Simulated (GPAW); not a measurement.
Runs of GPAW 26.7.0 on GaF. It takes space group Pm-3m (No. 221, cubic). Conventional cell: a = 3.166 Å, b = 3.166 Å, c = 3.166 Å, α = 90.00°, β = 90.00°, γ = 90.00°. Around Ga (site symmetry m-3m) lie 8 F at 2.74 Å. Around F (site symmetry m-3m) lie 8 Ga at 2.74 Å. The cell was built by a generator and needn't be a form met in nature.

```csv
level,potentials or basis,gap on the mesh (eV),pressure (GPa)
r2SCAN,"GPAW PAW data sets (gpaw-data 1.2.1), pw",0.58,-4.0
AM05,"PAW data sets generated in the run's folder for this functional, pw",0.26,-4.3
PBEsol,"PAW data sets generated in the run's folder for this functional, pw",0.23,-5.4
PW91,"PAW data sets generated in the run's folder for this functional, pw",0.41,(b)
LDA,"the program's PAW data sets (release 1.2.1) made for this functional, pw",0.36,-8.1
RPBE,"the program's PAW data sets (release 1.2.1) made for this functional, pw",0.34,1.2
vdW-DF2,"GPAW PAW data sets (gpaw-data 1.2.1), pw",(a),-
revPBE,"the program's PAW data sets (release 1.2.1) made for this functional, pw",0.34,0.4
PBE,"GPAW PAW data sets (gpaw-data 1.2.1), pw",0.34,-1.7
```

Alike in all rows: task band structure; no spin polarisation; cell as given; k mesh 8 × 8 × 8; cutoff (eV) 800; smearing fermi-dirac 0.05 eV.

**Question.** Fill in the values left out.

**Answer.** (a) 0.91; (b) -2.1.

Caveats: the PAW data sets were made with another functional, which shifts forces and pressure a little (some runs).

A k mesh can miss the band edges, and the runs leave out spin-orbit coupling on Ga.
